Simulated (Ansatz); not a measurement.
# CH3BClF: short molecular-dynamics run in Python

How does CH3BClF move over a short run? Aim: a short molecular-dynamics run, for CH3BClF, run from a script.

All numbers are computed with the Python package of Ansatz 0.2.0. Level of theory: BLYP+D4/6-31G.

**1. Starting point**

Bond lengths: C1–B2 1.536 Å, B2–F3 1.414 Å, B2–Cl4 1.796 Å, C1–H5 1.168 Å, C1–H6 1.141 Å, C1–H7 1.115 Å. Angles: C1–B2–F3 118.7°, C1–B2–Cl4 122.5°, F3–B2–Cl4 118.7°, B2–C1–H5 110.2°, B2–C1–H6 112.3°, B2–C1–H7 113.6°, H5–C1–H6 104.8°, H5–C1–H7 107.4°, H6–C1–H7 108.0°.

The script holds or builds the structure itself.

**2. Script**

md.py reads:

```python
'''A short Born-Oppenheimer trajectory of CH3BClF.'''

import ansatz as az
import numpy as np

BASIS_SET = '6-31G'
XC = 'blyp'
DISPERSION = 'd4'
N_STEPS = 30
TEMPERATURE_K = 800

geometry = (
    az.Crystal.molecule()
    .atom('C', [-0.0493, 0.6945, -0.0934])
    .atom('B', [0.159, -0.8039, 0.1726])
    .atom('F', [1.146, -1.1978, 1.1058])
    .atom('Cl', [-0.7514, -2.0764, -0.7082])
    .atom('H', [-0.9056, 0.8516, -0.872])
    .atom('H', [-0.3956, 1.2556, 0.8378])
    .atom('H', [0.858, 1.2085, -0.4883])
)

setup = (
    geometry.calculation()
    .basis(gaussian=BASIS_SET)
    .functional(XC, dispersion=DISPERSION)
)
symbols = [site.symbol for site in geometry.cartesian_sites]
start = np.array([site.position_ang for site in geometry.cartesian_sites], dtype=float)
summary = setup.relax(force_tolerance=0.02, max_steps=100).run(threads=1, backend='cpu').report
end = np.array(summary['positions_ang'])
minimum = az.Crystal.molecule()
for symbol, place in zip(symbols, end):
    minimum = minimum.atom(symbol, place.tolist())

# dynamics from the relaxed geometry
setup = (
    minimum.calculation()
    .basis(gaussian=BASIS_SET)
    .functional(XC, dispersion=DISPERSION)
    .md('nve', timestep=1.0, steps=N_STEPS, temperature=TEMPERATURE_K, initial_velocities='maxwell_boltzmann', seed=49)
)
frames = []
res = setup.session().plan().execute(on_event=lambda e: frames.append(e['data']) if e['event'] == 'md_step' else None)
print('t (fs)   E_pot (eV)      E_kin (eV)   T (K)   d(0-1) (A)')
for f in frames[::2]:
    xyz = np.array(f['positions_ang'])
    print(f'{f["time_fs"]:6.2f} {f["lagrangian_ev"]:14.5f} {f["e_kin_ev"]:10.5f} {f["temperature_k"]:8.1f} {np.linalg.norm(xyz[0] - xyz[1]):9.4f}')
kept = np.array([f['conserved_ev'] for f in frames])
print(f'conserved energy moves by at most {1000 * np.ptp(kept):.3f} meV')
```

**3. Running it**

Started as:

```sh
> python md.py
```

Output:

```text
t (fs)   E_pot (eV)      E_kin (eV)   T (K)   d(0-1) (A)
  0.00   -17001.68663    0.51704    800.0    1.5583
  2.00   -17001.42222    0.27372    423.5    1.5744
  4.00   -17001.47246    0.30773    476.1    1.5844
  6.00   -17001.36232    0.20462    316.6    1.5883
  8.00   -17001.19973    0.04982     77.1    1.5898
 10.00   -17001.40198    0.24302    376.0    1.5899
 12.00   -17001.48472    0.32000    495.1    1.5871
 14.00   -17001.37928    0.22974    355.5    1.5775
 16.00   -17001.56853    0.40197    622.0    1.5606
 18.00   -17001.38860    0.23529    364.1    1.5436
 20.00   -17001.36360    0.21022    325.3    1.5313
 22.00   -17001.51641    0.35212    544.8    1.5262
 24.00   -17001.33719    0.18244    282.3    1.5285
 26.00   -17001.34879    0.18924    292.8    1.5350
 28.00   -17001.40425    0.24383    377.3    1.5440
 30.00   -17001.28779    0.13585    210.2    1.5558
conserved energy moves by at most 22.623 meV
```

Run time: 32 s. Hardware: 1 thread of Intel Xeon 6975P-C (Granite Rapids), shared host; peak memory 0.22 GiB.

**4. The runs side by side**

From the records of these 2 runs:

```tsv
run	kind of run	energy from run 1 (eV)	SCF cycles in all	CPU time (s)
1	relaxation	0.0000	54	6.2
2	dynamics	0.3988	195	25
```

**5. How the relaxation of run 1 went**

Relaxation path:

```csv
step,E - E(step 1) (eV),largest force component (eV/Å)
1,0.0000,1.9533
2,-0.0788,1.4449
3,-0.1521,0.2712
4,-0.1529,0.0826
5,-0.1539,0.0056
```

Step 1 is the start.

Before: Bond lengths: C1–B2 1.536 Å, B2–F3 1.414 Å, B2–Cl4 1.796 Å, C1–H5 1.168 Å, C1–H6 1.141 Å, C1–H7 1.115 Å. Angles: C1–B2–F3 118.7°, C1–B2–Cl4 122.5°, F3–B2–Cl4 118.7°, B2–C1–H5 110.2°, B2–C1–H6 112.3°, B2–C1–H7 113.6°, H5–C1–H6 104.8°, H5–C1–H7 107.4°, H6–C1–H7 108.0°.

After: Bond lengths: C1–B2 1.558 Å, B2–F3 1.374 Å, B2–Cl4 1.827 Å, C1–H5 1.099 Å, C1–H6 1.107 Å, C1–H7 1.107 Å. Angles: C1–B2–F3 121.3°, C1–B2–Cl4 123.0°, F3–B2–Cl4 115.7°, B2–C1–H5 113.3°, B2–C1–H6 110.2°, B2–C1–H7 110.0°, H5–C1–H6 108.6°, H5–C1–H7 108.5°, H6–C1–H7 106.0°.

**6. What the atoms did**

Every 2 steps:

```tsv
time (fs)	T (K)	change of potential energy (meV/atom)	change of conserved energy (meV/atom)	mean square move (Å²)
0.0	800	0.0	0.00	0.0000
2.0	424	37.8	3.01	0.0029
4.0	476	30.6	0.70	0.0063
6.0	317	46.3	1.70	0.0119
8.0	77	69.6	2.81	0.0158
10.0	376	40.7	1.52	0.0123
12.0	495	28.8	0.70	0.0086
14.0	355	43.9	2.87	0.0081
16.0	622	16.9	0.43	0.0075
18.0	364	42.6	2.33	0.0101
20.0	325	46.1	2.32	0.0112
22.0	545	24.3	0.76	0.0113
24.0	282	49.9	2.12	0.0154
26.0	293	48.3	1.43	0.0185
28.0	377	40.3	1.31	0.0203
30.0	210	57.0	2.52	0.0210
```

Positions (Å) and forces (eV/Å) at 30.0 fs:

```xyz
7

C    -0.099    0.728   -0.103    1.790    0.826    1.834
B     0.186   -0.783    0.133   -0.505   -0.641    0.679
F     1.116   -1.176    1.113   -0.615    0.279   -0.918
Cl   -0.741   -2.151   -0.697    0.370    0.289    0.135
H    -0.860    1.114   -0.763   -0.722   -0.336   -0.292
H    -0.257    1.213    1.007    0.694   -0.678   -2.490
H     0.903    1.054   -0.597   -1.013    0.262    1.052
```

**7. Summary of results**

| quantity | value |
| --- | --- |
| runs compared | 2 |
| moves of the relaxation of run 1 | 4 |
| energy gained in run 1 | 0.154 eV |
| last largest force component of run 1 | 0.0056 eV/Å |
| length of the run | 30 steps, 30 fs |
| mean temperature, second half | 384 K |
| farthest move | 0.26 Å |
| largest change of the conserved energy | 3.23 meV/atom |

**Reading.** In CPU time, run 2 (dynamics) cost about 4.1 times as much as run 1 (relaxation). Run 1: After 4 moves the largest shift is 0.063 Å, of atom 4 (Cl). The temperature swings between 77 and 800 K, with a mean of 384 K in the second half; from a start near a minimum about half of the kinetic energy passes into potential energy. The conserved energy stays within 3.23 meV/atom, which is much: the time step is long for this motion. 30 fs show the first vibrations only, not equilibrium. The trajectory is only some femtoseconds long, and gives no averages; where the script doesn't relax first, it starts from a rough generated geometry. The temperature counts the internal degrees of freedom alone. With hydrogen a step over 0.5 fs is long.
